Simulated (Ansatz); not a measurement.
Geometry optimisation, DFT LDA, scalar-relativistic, plane waves, PAW in Ansatz.

input.yaml

```yaml
crystal:
  lattice:
    - [10.86, 0.0, 0.0]
    - [0.0, 10.86, 0.0]
    - [0.0, 0.0, 10.86]
  atoms:
    - { symbol: Si, position: [0.5025135, -0.0010092, 0.0051134] }
    - { symbol: Si, position: [0.6204216, 0.124533, 0.1232196] }
    - { symbol: Si, position: [0.7528376, 0.2467581, -0.0009245] }
    - { symbol: Si, position: [0.8741153, 0.3737101, 0.1273031] }
    - { symbol: Si, position: [0.7544643, -0.0015189, 0.2523979] }
    - { symbol: Si, position: [0.8724805, 0.1246139, 0.3785581] }
    - { symbol: Si, position: [-0.0046071, 0.0017389, -0.0062733] }
    - { symbol: Si, position: [0.1197772, 0.1278598, 0.1248738] }
    - { symbol: Si, position: [0.2539793, 0.2514512, 0.0048278] }
    - { symbol: Si, position: [0.3725529, 0.3747411, 0.1261659] }
    - { symbol: Si, position: [0.4974003, 0.5002173, -0.0026474] }
    - { symbol: Si, position: [0.6249607, 0.6181515, 0.1277293] }
    - { symbol: Si, position: [0.7459143, 0.7493953, 0.0046075] }
    - { symbol: Si, position: [0.8730083, 0.8744821, 0.1244985] }
    - { symbol: Si, position: [0.2449702, -0.0006257, 0.2480559] }
    - { symbol: Si, position: [0.3740749, 0.1266589, 0.3765078] }
    - { symbol: Si, position: [0.498169, 0.2460437, 0.2521316] }
    - { symbol: Si, position: [0.6245925, 0.3764886, 0.3758135] }
    - { symbol: Si, position: [0.7476921, 0.4950579, 0.2524275] }
    - { symbol: Si, position: [0.8739205, 0.6252469, 0.3762634] }
    - { symbol: Si, position: [0.4920366, -0.0014704, 0.4966816] }
    - { symbol: Si, position: [0.6183575, 0.1236282, 0.6244108] }
    - { symbol: Si, position: [0.7466131, 0.2464878, 0.4979398] }
    - { symbol: Si, position: [0.8777813, 0.3767602, 0.6257676] }
    - { symbol: Si, position: [0.7479727, 0.0031321, 0.7489368] }
    - { symbol: Si, position: [0.8713328, 0.1273101, 0.879725] }
    - { symbol: Si, position: [-0.0027621, 0.5012395, 0.0036829] }
    - { symbol: Si, position: [0.1264373, 0.6206727, 0.1189496] }
    - { symbol: Si, position: [0.25313, 0.7516882, -0.0024955] }
    - { symbol: Si, position: [0.3755858, 0.8744361, 0.1256322] }
    - { symbol: Si, position: [-0.0016273, 0.2491081, 0.2460826] }
    - { symbol: Si, position: [0.1301002, 0.3790584, 0.3725606] }
    - { symbol: Si, position: [0.2499065, 0.503991, 0.247946] }
    - { symbol: Si, position: [0.3727608, 0.6294575, 0.3701631] }
    - { symbol: Si, position: [0.5019742, 0.7462864, 0.2486481] }
    - { symbol: Si, position: [0.0013489, 0.0076367, 0.4972777] }
    - { symbol: Si, position: [0.1231613, 0.1273804, 0.6267367] }
    - { symbol: Si, position: [0.2435922, 0.2555113, 0.496552] }
    - { symbol: Si, position: [0.374897, 0.3731906, 0.6234984] }
    - { symbol: Si, position: [0.4982899, 0.4963628, 0.4954225] }
    - { symbol: Si, position: [0.628218, 0.6251983, 0.622985] }
    - { symbol: As, position: [0.7487707, 0.7498476, 0.4965605] }
    - { symbol: Si, position: [0.8771832, 0.8729461, 0.6263044] }
    - { symbol: Si, position: [0.2508677, 0.0017518, 0.7495048] }
    - { symbol: Si, position: [0.3781944, 0.1296299, 0.872963] }
    - { symbol: Si, position: [0.4960194, 0.2444069, 0.7514025] }
    - { symbol: Si, position: [0.6261005, 0.3771914, 0.8763908] }
    - { symbol: Si, position: [0.7518176, 0.5041973, 0.7452737] }
    - { symbol: Si, position: [0.8732084, 0.6245447, 0.8787371] }
    - { symbol: Si, position: [0.0004519, 0.7548064, 0.2500011] }
    - { symbol: Si, position: [0.123287, 0.8784288, 0.3737928] }
    - { symbol: Si, position: [0.0039687, 0.5001457, 0.5004066] }
    - { symbol: Si, position: [0.1244243, 0.6223522, 0.6326211] }
    - { symbol: Si, position: [0.2488456, 0.7506717, 0.4967316] }
    - { symbol: Si, position: [0.3739657, 0.8746242, 0.6258232] }
    - { symbol: Si, position: [0.0035266, 0.2475335, 0.7503789] }
    - { symbol: Si, position: [0.1261487, 0.3713909, 0.8726021] }
    - { symbol: Si, position: [0.2469489, 0.4987886, 0.7519907] }
    - { symbol: Si, position: [0.3726976, 0.6281765, 0.8778256] }
    - { symbol: Si, position: [0.4980623, 0.7494906, 0.7499148] }
    - { symbol: Si, position: [0.6212638, 0.8750046, 0.8780188] }
    - { symbol: Si, position: [-0.0053713, 0.7482624, 0.7489771] }
    - { symbol: Si, position: [0.1231225, 0.882317, 0.8717975] }
total_charge: 1
basis:
  ecutwfc: 420.0
kpoints:
  mp_grid: { grid: [1, 1, 1] }
hamiltonian:
  xc: lda
  pseudopotentials: { kind: paw, azcp: { folder: soft_1 } }
scf:
  occupations: { method: fermi_dirac, width: 0.05 }
  lower_state_search: "off"
relax:
  f_tol: 0.03
  max_steps: 60
  adjacent_minimum: "off"
```

Launched with:

```bash
$ ansatz run input.yaml --threads 4 --pin off --max-ram 10240MiB --backend cpu --events-out ev --progress --plain --runs-dir out
```

Where does it end, and by what steps?

It converged. The force dipped under the threshold on the way, but the program's further checks kept it going. Limits of this set-up: coarse k mesh, PAW files made for another functional, no spin, though dangling bonds at a vacancy may carry it, a typed lattice constant that wasn't relaxed here, charged cell in a uniform background, uncorrected. After 4 steps the energy has fallen by 1.381 eV; As42 moved furthest, 0.23 Å.

| step | energy less start (eV) | largest force component (eV/Å) | accepted |
| --- | --- | --- | --- |
| 0 | 0.0000 | 1.388 | yes |
| 1 | -1.2565 | 0.495 | yes |
| 2 | -1.3703 | 0.134 | yes |
| 3 | -1.3813 | 0.029 | yes |
| 4 | -1.3813 | 0.029 | yes |

```xyz
63
Lattice="10.8600 0.0000 0.0000 0.0000 10.8600 0.0000 0.0000 0.0000 10.8600" Properties=species:S:1:pos:R:3
Si 5.415 0.005 -0.015
Si 6.759 1.365 1.350
Si 8.141 2.723 -0.006
Si 9.486 4.078 1.368
Si 8.142 0.050 2.667
Si 9.474 1.331 4.095
Si -0.025 0.009 0.003
Si 1.338 1.358 1.355
Si 2.703 2.718 -0.002
Si 4.064 4.083 1.356
Si 5.412 5.447 0.003
Si 6.798 6.808 1.388
Si 8.140 8.140 0.003
Si 9.475 9.480 1.387
Si 2.690 0.005 2.711
Si 4.058 1.363 4.052
Si 5.418 2.730 2.711
Si 6.782 4.067 4.078
Si 8.139 5.441 2.744
Si 9.493 6.788 4.115
Si 5.380 0.038 5.424
Si 6.798 1.326 6.766
Si 8.140 2.715 5.437
Si 9.503 4.062 6.798
Si 8.139 -0.030 8.134
Si 9.484 1.347 9.497
Si -0.007 5.428 0.008
Si 1.346 6.797 1.366
Si 2.703 8.143 -0.005
Si 4.060 9.523 1.356
Si -0.024 2.711 2.707
Si 1.351 4.073 4.078
Si 2.711 5.447 2.704
Si 4.091 6.808 4.094
Si 5.381 8.150 2.679
Si -0.019 -0.028 5.434
Si 1.346 1.349 6.778
Si 2.703 2.722 5.434
Si 4.075 4.077 6.780
Si 5.449 5.442 5.433
Si 6.821 6.790 6.784
As 7.996 8.290 5.288
Si 9.496 9.460 6.789
Si 2.711 0.010 8.127
Si 4.061 1.359 9.493
Si 5.413 2.710 8.129
Si 6.786 4.073 9.502
Si 8.155 5.429 8.146
Si 9.501 6.779 9.514
Si -0.017 8.141 2.744
Si 1.354 9.499 4.078
Si -0.007 5.426 5.448
Si 1.358 6.777 6.797
Si 2.706 8.139 5.437
Si 4.093 9.481 6.767
Si -0.006 2.707 8.148
Si 1.351 4.070 9.507
Si 2.714 5.427 8.148
Si 4.074 6.797 9.497
Si 5.451 8.142 8.134
Si 6.782 9.499 9.509
Si -0.004 8.125 8.151
Si 1.352 9.497 9.503
```

Whether the end is a true minimum wasn't checked by a vibrational analysis.

Time of the run: 20 s on 4 threads of Arm Neoverse V1, on a shared host, peak memory 1 GiB.
